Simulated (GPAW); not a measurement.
Runs of GPAW 26.7.0 on Ta4O. Symmetry: P4/mmm, No. 123, tetragonal system. The conventional cell has a = 3.257 Å, b = 3.257 Å, c = 7.409 Å, α = 90.00°, β = 90.00°, γ = 90.00°. Around Ta (site symmetry 4/mmm) lie 8 Ta at 2.81 Å. Around Ta (site symmetry 4mm) lie 1 O at 2.10 Å. Ta (site symmetry 4/mmm) is surrounded by 4 O at 2.30 Å. Around O (site symmetry 4/mmm) lie 6 Ta at 2.10 to 2.30 Å. The cell comes from a database or a generator and needn't be the stable form of this composition.

```csv
task,level,potentials or basis,k mesh,cutoff (eV),maxiter,convergence,band path,band points,gap on the mesh (eV),pressure (GPa),largest force (eV/Å)
single point,LDA,"the program's PAW data sets (release 1.2.1) made for this functional, pw",7 × 7 × 3,600,120,default,-,-,none,-15.0,0.12
band structure,r2SCAN,"GPAW PAW data sets (gpaw-data 1.2.1), pw",6 × 6 × 3,800,150,-,"GXMGZRAZ,XR,MA",60,-,-3.6,(b)
band structure,PBE,"GPAW PAW data sets (gpaw-data 1.2.1), pw",6 × 6 × 3,800,150,-,"GXMGZRAZ,XR,MA",60,-,-0.6,0.09
single point,PBE,"GPAW PAW data sets (gpaw-data 1.2.1), pw",7 × 7 × 3,600,120,default,-,-,none,-1.9,(a)
```

Alike in all rows: no spin polarisation; cell as given; smearing fermi-dirac 0.05 eV.

Fill in the values left out.

(a) 0.03; (b) 0.32.

Caveats: the cutoff is short for stress and forces, so pressures can be off by a GPa or more (some runs); so large a pressure means that the cell lies far from this level's equilibrium, or that cutoff or potentials fall short (some runs); the PAW data sets were made with another functional, which shifts forces and pressure a little (some runs).

A k mesh can miss the band edges, and the runs leave out spin-orbit coupling on Ta.

A gap of «none» marks a metal or a gap under the smearing width.

Not every run made on this cell is shown here.
